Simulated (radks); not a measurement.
# As inside a hard spherical wall

What does compression do to the levels of As? A hard sphere of shrinking radius stands in for pressure; the configuration is held at [Ar] 3d10 4s2 4p3.

Method: scalar-relativistic Kohn-Sham, PBE, spin-unpolarised, spherical densities, finite nucleus. Code: radks (a radial shooting solver on a logarithmic mesh, Libxc functionals) version 1.

## 1. The atom as given

| Item | Value |
| --- | --- |
| element | arsenic (Z = 33) |
| charge | 0 |
| electrons | 33 |
| configuration | [Ar] 3d10 4s2 4p3 |
| nuclear rms radius | 4.0968 fm |

Outer shells as boxes (Hund's rule):

As
```
[Ar] core
3d [↑↓][↑↓][↑↓][↑↓][↑↓]
4s [↑↓]
4p [↑ ][↑ ][↑ ]
```

## 2. The free atom

Settings of this run:

```text
Z 33
configuration [Ar] 3d10 4s2 4p3 5s0 4d0 5p0
relativity scalar-relativistic
functional pbe,pbe
spin unpolarised
nucleus finite rms 4.0968 fm
c 137.035999084
```

## 3. Wall at 15 bohr

Input: that of step 2 with these lines changed.

```diff
@@ -6,2 +6,3 @@
 nucleus finite rms 4.0968 fm
+wall 15 bohr
 c 137.035999084
```

## 4. Wall at 6 bohr

Input: that of step 3 with these lines changed.

```diff
@@ -6,3 +6,3 @@
 nucleus finite rms 4.0968 fm
-wall 15 bohr
+wall 6 bohr
 c 137.035999084
```

## 5. Wall at 5 bohr

Input: that of step 4 with these lines changed.

```diff
@@ -6,3 +6,3 @@
 nucleus finite rms 4.0968 fm
-wall 6 bohr
+wall 5 bohr
 c 137.035999084
```

## 6. Wall at 3.5 bohr

Input: that of step 5 with these lines changed.

```diff
@@ -6,3 +6,3 @@
 nucleus finite rms 4.0968 fm
-wall 5 bohr
+wall 3.5 bohr
 c 137.035999084
```

## 7. Wall at 2.5 bohr

Input: that of step 6 with these lines changed.

```diff
@@ -6,3 +6,3 @@
 nucleus finite rms 4.0968 fm
-wall 3.5 bohr
+wall 2.5 bohr
 c 137.035999084
```

## 8. Wall at 2 bohr

Input: that of step 7 with these lines changed.

```diff
@@ -6,3 +6,3 @@
 nucleus finite rms 4.0968 fm
-wall 2.5 bohr
+wall 2 bohr
 c 137.035999084
```

## 9. Wall at 1.5 bohr

Input: that of step 8 with these lines changed.

```diff
@@ -6,3 +6,3 @@
 nucleus finite rms 4.0968 fm
-wall 2 bohr
+wall 1.5 bohr
 c 137.035999084
```

What does the calculation give? Wanted: for each run, R; E − E(free); ε(4p); ε(5s, empty); ε(5p, empty); ε(4d, empty); pressure.

As calculated:

```csv
R (bohr),E − E(free) (eV),ε(4p) (eV),"ε(5s, empty) (eV)","ε(5p, empty) (eV)","ε(4d, empty) (eV)",pressure (GPa)
free,0.000,-5.195,-,-,-,0
15,0.000,-5.195,-0.414,0.632,1.187,< 0.0001
6,0.663,-4.361,5.378,10.091,5.908,1.98
5,2.383,-3.017,11.361,17.925,9.111,10.8
3.5,19.272,5.058,41.376,52.867,23.282,202
2.5,97.280,29.753,121.24,138.59,58.345,2394
2,255.39,69.737,235.83,256.33,106.95,11543
1.5,827.58,189.64,537.10,554.92,232.28,83950
```

At the tightest wall, 1.5 bohr, the energy stands 827.58 eV above the free atom and the pressure, −dE/dV, is 83950 GPa. Of the levels in the table that exist at both ends, 4p rises most from the free atom (194.84 eV). From R = 3.5 bohr inwards the highest occupied level lies above zero, pushed up by confinement. Shells are not refilled when levels cross, and a hard wall is a model, not a crystal.
